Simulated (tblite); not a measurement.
# C5H10BFSi: the cost of one run

The runs use tblite 0.8.0 and PySCF 2.14.0, with density-fitted response routines of our own; the level of theory stands in each step. All values are computed, except where a source is named. Atoms count from 0, in the outputs and in this text.

## (1) The molecule as given

18 atoms, charge 0, multiplicity 1; geometry from: force field or distance geometry start.

Bonds of the start (Å): C0–C1 1.47, C1–B2 1.59, B2–F3 1.47, C1–C4 1.32, C4–C5 1.45, C5–C6 1.32, C6–Si7 1.85, C0–H8 1.12, C0–H9 1.12, C0–H10 1.11, B2–H11 1.19, C4–H12 1.07, C5–H13 1.08, C6–H14 1.08, Si7–H15 1.47, Si7–H16 1.47, Si7–H17 1.46.

## (2) Relaxing the molecule with GFN2-xTB

The job: settings as JSON, then the geometry in Å.

```
{"job": {"kind": "relax", "xc": "GFN2-xTB", "basis": "xTB"}, "charge": 0, "multiplicity": 1}
C     -2.995500    -0.286400    -0.654900
C     -1.688200    -0.012600    -0.032600
B     -1.622200     0.613200     1.423500
F     -1.803400     2.069800     1.538800
C     -0.564200    -0.310200    -0.656900
C      0.697100    -0.027900    -0.003200
C      1.828800    -0.302500    -0.616000
Si     3.462100     0.030800     0.177400
H     -2.864700    -0.455700    -1.754000
H     -3.714300     0.541200    -0.430900
H     -3.356500    -1.234000    -0.199700
H     -1.013600     0.106400     2.307800
H     -0.650100    -0.737600    -1.634900
H      0.706000     0.405700     0.983300
H      1.819200    -0.732800    -1.601900
H      4.357700    -1.115800    -0.060600
H      3.358100     0.222100     1.632700
H      4.034700     1.232500    -0.429600
```

Launch:

```bash
$ OMP_NUM_THREADS=1 python probes_run.py task.json out
```

One launch serves the whole session: the jobs run in the order shown.

Q: Estimate the wall time and peak memory of this first job on 1 thread of AMD EPYC, shared host.

About 2.4 s, with a peak of 0.18 GiB.
